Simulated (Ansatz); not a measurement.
# H3SSb: short molecular-dynamics run

How does H3SSb move over a short run? The task is a short molecular-dynamics run, for H3SSb.

Program: Ansatz 0.2.0, driven from Python. Level of theory: B3LYP+D3(BJ)/def2-SVP. These are calculated values, not measurements.

## 1. The structure

Bond lengths: S1–Sb2 2.501 Å, S1–H3 1.407 Å, Sb2–H4 1.688 Å, Sb2–H5 1.752 Å. Angles: S1–Sb2–H4 91.8°, S1–Sb2–H5 92.4°, H4–Sb2–H5 91.7°, Sb2–S1–H3 89.4°.

The script holds or builds the structure itself.

## 2. The code

The input, h3ssb_md.py:

```python
"""A short Born-Oppenheimer trajectory of H3SSb."""

import ansatz
import numpy as np


def main() -> None:
    geometry_ang = [
        ("S", (0.9747, -0.7271, 1.031)),
        ("Sb", (-0.0095, 0.325, -1.0128)),
        ("H", (0.3384, -1.9364, 0.6966)),
        ("H", (-1.5555, 0.3209, -0.3357)),
        ("H", (0.3019, 1.9439, -0.4205)),
    ]
    molecule = ansatz.Crystal.molecule()
    for symbol, xyz in geometry_ang:
        molecule = molecule.atom(symbol, xyz)

    base = (
        molecule.calculation()
        .basis(gaussian="def2-SVP")  # atom-centred Gaussian functions
        .functional("B3LYP", dispersion="d3bj")
    )
    symbols = [site.symbol for site in molecule.cartesian_sites]
    start = np.array([site.position_ang for site in molecule.cartesian_sites], dtype=float)
    data = base.relax(force_tolerance=0.02, max_steps=100).run(threads=1).report
    end = np.array(data["positions_ang"])
    minimum = ansatz.Crystal.molecule()
    for symbol, place in zip(symbols, end):
        minimum = minimum.atom(symbol, place.tolist())

    # dynamics from the relaxed geometry
    base = (
        minimum.calculation()
        .basis(gaussian="def2-SVP")  # atom-centred Gaussian functions
        .functional("B3LYP", dispersion="d3bj")
        .md("nve", timestep=1.0, steps=20, temperature=800, initial_velocities="maxwell_boltzmann", seed=29)
    )
    frames = []
    res = base.session().plan().execute(on_event=lambda e: frames.append(e["data"]) if e["event"] == "md_step" else None)
    print("t (fs)   E_pot (eV)      E_kin (eV)   T (K)   d(0-1) (A)")
    for f in frames[::3]:
        xyz = np.array(f["positions_ang"])
        print(f"{f['time_fs']:6.2f} {f['lagrangian_ev']:14.5f} {f['e_kin_ev']:10.5f} {f['temperature_k']:8.1f} {np.linalg.norm(xyz[0] - xyz[1]):9.4f}")
    kept = np.array([f["conserved_ev"] for f in frames])
    print(f"conserved energy moves by at most {1000 * np.ptp(kept):.3f} meV")


if __name__ == "__main__":
    main()
```

## 3. What the engine is handed

The engine receives this input (first run):

```yaml
crystal:
  periodic: [false, false, false]
  atoms:
    - { symbol: S, position_ang: [0.9747, -0.7271, 1.031] }
    - { symbol: Sb, position_ang: [-0.0095, 0.325, -1.0128] }
    - { symbol: H, position_ang: [0.3384, -1.9364, 0.6966] }
    - { symbol: H, position_ang: [-1.5555, 0.3209, -0.3357] }
    - { symbol: H, position_ang: [0.3019, 1.9439, -0.4205] }
basis:
  gaussian:
    orbitals: def2-SVP
hamiltonian:
  xc: b3lyp
  dispersion: d3bj
relax:
  f_tol: 0.02
  max_steps: 100
```

## 4. Running it

Run with:

```sh
$ python h3ssb_md.py
```

Without the output at hand: what should come out? Wanted: moves of the relaxation of run 1; energy gained in run 1; last largest force component of run 1; mean temperature, second half; farthest move; largest change of the conserved energy.

The runs gave:

| quantity | value |
| --- | --- |
| runs compared | 2 |
| moves of the relaxation of run 1 | 7 |
| energy gained in run 1 | 0.132 eV |
| last largest force component of run 1 | 0.0092 eV/Å |
| length of the run | 20 steps, 20 fs |
| mean temperature, second half | 403 K |
| farthest move | 0.62 Å |
| largest change of the conserved energy | 0.54 meV/atom |

In words: Run 1: After 7 moves the largest shift is 0.628 Å, of atom 3 (H). The temperature swings between 255 and 800 K, with a mean of 403 K in the second half; from a start near a minimum about half of the kinetic energy passes into potential energy. The conserved energy stays within 0.54 meV/atom, so the time step holds. A run of 20 fs is far too short for averages. What to keep in mind:
- The trajectory is only some femtoseconds long, and gives no averages; where the script doesn't relax first, it starts from a rough generated geometry.
- def2 sets replace the cores of elements past krypton by effective core potentials.
- b3lyp holds the VWN-RPA fit, as in Gaussian; the form of ORCA and Turbomole is b3lyp5.
- The temperature counts the internal degrees of freedom alone.
- With hydrogen a step over 0.5 fs is long.
